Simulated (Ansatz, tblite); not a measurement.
# The cluster H4Pt2: one state, many levels

How do method and basis change the picture of the cluster H4Pt2 (singlet)?

Program: Ansatz 0.2.0, Gaussian basis. Level of theory: as each input shows. These are calculated values, not measurements.

Plan: GFN1-xTB, GFN2-xTB, PBE-D4/def2-TZVP, r2SCAN-D4/def2-TZVP, HF/def2-TZVP, ωB97M-V/def2-TZVP, BLYP-D4/def2-TZVP, revPBE-D4/def2-TZVP, BHLYP-D4/def2-TZVP, PBE+5HF/def2-TZVP, PBE+10HF/def2-TZVP, PBE+15HF/def2-TZVP, PBE+35HF/def2-TZVP, PBE+50HF/def2-TZVP, PBE-D4/def2-SVP, PBE0-D4/def2-SVP, PBE0-D4/def2-TZVPD, PBE-D4/def2-TZVPD, r2SCAN-D4/def2-TZVPD, CCSD(T)/def2-TZVPP, MP2/def2-TZVP, RPA/def2-TZVP, CCSD(T)/def2-TZVPD.

1 further run of the same task is left out (set aside as unsound or not needed). Runs told in other sessions of the task aren't counted.

**1. The structure**

The geometry is that of the singlet, from an earlier relaxation (B3LYP-D4/def2-TZVP). At that level it is the lowest of the isomers that a small search found.

6 atoms, charge 0, spin multiplicity 1.

Bond lengths: Pt1–Pt2 2.585 Å, Pt1–H3 1.517 Å, Pt1–H5 1.544 Å, Pt2–H4 1.544 Å, Pt2–H6 1.517 Å. Angles: Pt2–Pt1–H3 99.6°, Pt2–Pt1–H5 137.9°, H3–Pt1–H5 80.8°, Pt1–Pt2–H4 138.1°, Pt1–Pt2–H6 99.6°, H4–Pt2–H6 80.6°.

Pt takes a core potential in the def2 sets. No spin-orbit coupling is included.

PBE0-D4/def2-TZVP was run before; its log isn't repeated, and its numbers join the tables.

**2. GFN1-xTB**

Tight binding, by tblite at 300 K electronic temperature and without a spin-polarisation term:

```python
tblite.interface.Calculator('GFN1-xTB', numbers, positions, charge=0, uhf=0).singlepoint()
```

Energy -287.8419 eV, HOMO -10.64 eV, LUMO -9.74 eV; 0.003 s.

**3. GFN2-xTB**

Tight binding, by tblite at 300 K electronic temperature and without a spin-polarisation term:

```python
tblite.interface.Calculator('GFN2-xTB', numbers, positions, charge=0, uhf=0).singlepoint()
```

Energy -302.1297 eV, HOMO -9.59 eV, LUMO -8.17 eV; 0.002 s.

**4. PBE-D4/def2-TZVP**

start.molden holds the orbitals of an earlier run on this state, given as this run's starting guess.

The input, in.yaml:

```yaml
crystal:
  periodic: [false, false, false]
  atoms:
    - {symbol: Pt, position_ang: [-1.204957, -0.321165, 0.343743]}
    - {symbol: Pt, position_ang: [1.203287, 0.323696, -0.340968]}
    - {symbol: H, position_ang: [-1.952547, 0.881087, -0.202254]}
    - {symbol: H, position_ang: [2.421228, 1.042105, 0.278317]}
    - {symbol: H, position_ang: [-2.418424, -1.045066, -0.278161]}
    - {symbol: H, position_ang: [1.951402, -0.880656, 0.199333]}
basis:
  gaussian: {orbitals: def2-TZVP, initial_orbitals: start.molden}
hamiltonian: {xc: pbe, dispersion: d4}
scf: {omitted_lower_state_checks: [starts]}
output: {orbitals: {seedname: orbitals}}
```

Launch:

```console
$ ansatz run in.yaml --threads 4 --pin off --events-out ev --progress --plain --max-ram 3916MiB
```

After this run come: r2SCAN-D4/def2-TZVP; HF/def2-TZVP; ωB97M-V/def2-TZVP; BLYP-D4/def2-TZVP; revPBE-D4/def2-TZVP; BHLYP-D4/def2-TZVP; PBE+5HF/def2-TZVP; PBE+10HF/def2-TZVP; PBE+15HF/def2-TZVP; PBE+35HF/def2-TZVP; PBE+50HF/def2-TZVP; PBE-D4/def2-SVP; PBE0-D4/def2-SVP; PBE0-D4/def2-TZVPD; PBE-D4/def2-TZVPD; r2SCAN-D4/def2-TZVPD; CCSD(T)/def2-TZVPP; MP2/def2-TZVP; RPA/def2-TZVP; CCSD(T)/def2-TZVPD.

Q: Predict the results of all the runs planned. Wanted: gap in def2-TZVP, named functionals and Hartree-Fock, smallest and largest; gap over the share of exact exchange; correlation energy, CCSD(T)/def2-TZVPP; correlation energy, MP2/def2-TZVP; correlation energy, CCSD(T)/def2-TZVPD; binding an atom, CCSD(T)/def2-TZVPP; PBE0 total energy, smallest basis above largest.

The runs gave:

```
                                                                  quantity                            value
gap in def2-TZVP, named functionals and Hartree-Fock, smallest and largest  2.24 eV (BLYP-D4), 9.92 eV (HF)
                                      gap over the share of exact exchange     2.34 eV at 0, 6.30 eV at 0.5
                                    correlation energy, CCSD(T)/def2-TZVPP                        -35.66 eV
                                         correlation energy, MP2/def2-TZVP                        -26.90 eV
                                    correlation energy, CCSD(T)/def2-TZVPD                        -26.16 eV
                                       binding an atom, CCSD(T)/def2-TZVPP                         2.625 eV
                           PBE0 total energy, smallest basis above largest   0.64 eV (def2-SVP, def2-TZVPD)
```

Orbital gaps of the named functionals and Hartree-Fock in def2-TZVP span 2.24 eV (BLYP-D4) to 9.92 eV (HF); exact exchange widens it. Raising the share of exact exchange from 0 to 0.5 moves the HOMO by -2.31 eV and the LUMO by +1.65 eV. The functionals in def2-TZVP miss CCSD(T)/def2-TZVPP by -0.307 (BHLYP-D4) to +0.062 eV (r2SCAN-D4) an atom. CCSD(T)/def2-TZVPP isn't at the basis-set limit; small misses against it rank nothing.
